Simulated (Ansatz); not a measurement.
a series on the Cu3Au structure: Tl3Mo, Tl3Ru, Tl3Pd: a table of relaxed lattice constants and trends, run with Ansatz 0.2.0, Python API.

Script `series_tl3mo.py`:
```python
"""A chemical series on the Cu3Au structure: relaxed cells and their trends."""

import ansatz as az
import numpy as np

TOLERANCE = 1e-07
CUTOFF = 500
K_SPACING = 0.33
SMEARING = "cold"
SMEARING_WIDTH = 0.1


def cu3au(first, second, a):
    return (
        az.Lattice.cubic(a)
        .space_group(221)
        .atom(first, (0, 0, 0))
        .atom(second, (0, 0.5, 0.5))
    )


def compute(name, crystal, relax=True):
    calc = (
        crystal.calculation()
        .scf(tolerance=TOLERANCE)
        .functional(az.Functional.PBE)
        .basis(CUTOFF)
        .kpoints(spacing=K_SPACING)
        .occupations(SMEARING, width=SMEARING_WIDTH)
        .stress()
        .band_table()
    )
    if relax:
        calc = calc.relax(force_tolerance=0.02, cell=True)
    return calc.run(threads=1, pin="off")

def bulk_modulus(name, outcome, step=0.02):
    # B = -V dP/dV from the pressures of two uniformly scaled cells, atoms held at their fractions
    pressure = []
    for factor in (1 - step, 1.0, 1 + step):
        cell = az.Crystal(lattice=az.Lattice.of(outcome.lattice.cell_ang * factor ** (1 / 3)))
        for site in outcome.report["lattice"]["sites"]:
            cell = cell.atom(site["symbol"], site["position_frac"])
        pressure.append(np.trace(compute(name, cell, relax=False).report["stress_gpa"]) / 3)
    slope, bend = (pressure[0] - pressure[2]) / (2 * step), abs(pressure[0] + pressure[2] - 2 * pressure[1])
    # a jump of mesh or basis between the cells shows as a kink: no modulus then
    return float(slope) if bend < 12 * step**2 * abs(slope) + 0.15 and abs(pressure[1]) < 1.5 else float("nan")


def volume_per_atom(outcome):
    return abs(np.linalg.det(outcome.lattice.cell_ang)) / len(outcome.lattice.sites)

# the lattice constants below are starting guesses
phases = {}
phases["Tl3Mo"] = cu3au("Mo", "Tl", 4.18)
phases["Tl3Ru"] = cu3au("Ru", "Tl", 4.07)
phases["Tl3Pd"] = cu3au("Pd", "Tl", 3.97)

done = {}
for name, crystal in phases.items():
    done[name] = compute(name, crystal)
    print(f"{name}: {done[name].report['energy_sigma0_ev']:.4f} eV, {len(done[name].lattice.sites)} atoms")

rows = [(name, float(np.linalg.norm(o.lattice.cell_ang[0])), volume_per_atom(o), bulk_modulus(name, o)) for name, o in done.items()]
print("  compound       a (A)  V (A^3/atom)     B (GPa)")
for row in rows:
    print(f"{str(row[0]):>10}  {row[1]:10.3f}  {row[2]:12.3f}  {row[3]:10.0f}")
```

Rank the compounds by their relaxed volume per atom.

From smallest to largest: Tl3Mo (23.27 Å³), Tl3Ru (23.45 Å³) and Tl3Pd (25.25 Å³). The largest is 9 % above the smallest.

The output:

Running `python series_tl3mo.py` prints:
```text
DeckWarning: relax.cell: scf.convergence.dr2_threshold = 1e-7 eV (the SCF's general default) is looser than the 4e-10 eV advised for a relaxation that steers and ends on the stress (1e-10 eV for each atom of the cell: 4). What an SCF threshold leaves in a stress goes as its square root, and in the free energy as the [...]
Tl3Mo: -39284.8260 eV, 4 atoms
Tl3Ru: -40208.1347 eV, 4 atoms
Tl3Pd: -41304.9990 eV, 4 atoms
DeckWarning: output.stress: scf.convergence.dr2_threshold = 1e-7 eV (the SCF's general default) is looser than the 4e-10 eV advised for a printed stress (1e-10 eV for each atom of the cell: 4). What an SCF threshold leaves in a stress goes as its square root, and in the free energy as the threshold itself, and one [...]
  compound       a (A)  V (A^3/atom)     B (GPa)
     Tl3Mo       4.532        23.269          65
     Tl3Ru       4.544        23.452          55
     Tl3Pd       4.657        25.249          42
```
(Warnings from the package without file and line, shortened.)

What to keep in mind:
- Absolute energies stand on the zero of these potentials, so only differences at equal settings mean something.
- For the metals among these phases the mesh is modest: differences between phases can be off by up to 40 meV an atom.
- The bulk modulus is taken at fixed shape and positions, an upper value where these are free.
- Pressure is positive in compression.
- Spin-orbit coupling, which matters for elements this heavy, is left out.
- The cells are built on a prototype by substitution; a member may or may not take this structure in nature.
- The whole script took 57 s on 1 thread of Intel(R) Xeon(R) Platinum 8259CL CPU @ 2.50GHz (Skylake/Cascade Lake) (shared host), peak memory 0.52 GiB.

(Lines on the test bed's own set-up are left out of the output.)
